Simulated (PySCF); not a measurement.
# RuOH3: structure of the doublet

Aim: relax RuOH3 as a doublet from a square planar start, check by its vibrations whether the end is a minimum, and collect its spectrum and constants.

Program: PySCF 2.14.0. Level of theory: PBE0, basis Ru def2-TZVP with ECP28, O def2-TZVP, H def2-TZVP, scalar-relativistic core potentials, no spin–orbit coupling, density fitting. These are calculated values, not measurements.

### Step 1. The starting structure

5 atoms, charge 0, spin multiplicity 2.

Bond lengths: Ru1–O2 1.710 Å, Ru1–H3 1.570 Å, Ru1–H4 1.570 Å, Ru1–H5 1.570 Å. Angles: O2–Ru1–H3 90.0°, O2–Ru1–H4 180.0°, O2–Ru1–H5 90.0°, H3–Ru1–H4 90.0°, H3–Ru1–H5 180.0°, H4–Ru1–H5 90.0°.

Z-matrix (Å, degrees; charge 0 multiplicity 2):
```
Ru
O  1 1.7100
H  1 1.5700 2 90.00
H  1 1.5700 3 90.00 2 180.00
H  1 1.5700 2 90.00 3 180.00
```

### Step 2. First SCF at the start

The steps below are one call of a driver around PySCF. For each, scf.py gives the equivalent set-up of the SCF; relaxations use the driver's own optimiser. After this first run the driver tries any further starts and a stability analysis.

The input, scf.py:

```python
from pyscf import gto, scf, dft
mol = gto.M(atom='''
Ru     0.000000     0.000000     0.000000
O     -0.000000    -1.710000     0.000000
H      1.570000     0.000000     0.000000
H      0.000000     1.570000     0.000000
H     -1.570000     0.000000     0.000000''',
    basis={'Ru': 'def2-TZVP', 'O': 'def2-TZVP', 'H': 'def2-TZVP'},
    ecp={'Ru': 'def2-TZVP'},
    charge=0, spin=1)
mf = dft.UKS(mol, xc='PBE0')
mf.grids.atom_grid = (50, 194)
aux = {'Ru': 'def2-universal-JKFIT', 'O': 'def2-universal-JKFIT', 'H': 'def2-universal-JKFIT'}
mf = mf.density_fit(auxbasis=aux)
mf.conv_tol = 1e-08
mf.diis_space = 10
mf.max_cycle = 60
mf.init_guess = 'minao'
mf.verbose = 4
mf.kernel()
```

Launch:

```sh
OMP_NUM_THREADS=4 python axn.py task.json out
```

Further steps of the session: Relaxing the doublet from the square planar start; Hessian and properties; Downhill along the imaginary mode; Hessian and properties.

Before running it: what results should come out? Wanted: minimum; geometry; wavenumbers; dipole moment; highest occupied, lowest empty level; polar-tensor charge of Ru1; zero-point energy; atomisation energy; ⟨S²⟩.

The runs gave:

| quantity | value |
| --- | --- |
| minimum | doublet, Cs |
| geometry | Ru–H 1.556 Å, Ru–H 1.595 Å (×2), Ru–O 1.635 Å; H–Ru–H 80.8° (×2), H–Ru–H 126.7°, H–Ru–O 107.0°, H–Ru–O 116.6° (×2) |
| wavenumbers (cm⁻¹) | 476 (a'), 585 (a'), 615 (a''), 723 (a''), 936 (a'), 1076 (a'), 2093 (a'), 2095 (a''), 2230 (a') |
| dipole moment | 1.85 D |
| highest occupied, lowest empty level (either spin) | -7.47, -3.39 eV |
| polar-tensor charge of Ru1 | +0.81 e |
| zero-point energy | 64.8 kJ/mol |
| entropy at 298.15 K | 270.5 J/(mol K) |
| atomisation energy (no zero-point energy) | 1272 kJ/mol |
| ⟨S²⟩ | 0.758 |

What this shows: From C2v at the start the molecule goes to a Cs minimum, after a stop at a second-order saddle point 158.9 kJ/mol higher, from which it was pushed off along an imaginary mode. In the infrared the band at 1076 cm⁻¹ (a', mixed) leads. Most of the spin sits on Ru1 (Mulliken spin 0.80, against 1 for the whole molecule). The first SCF alone would have been 54 kJ/mol too high. Only this shape and spin were tried, so other structures or states may lie lower. One determinant may miss the lowest occupation of an open d or f shell.
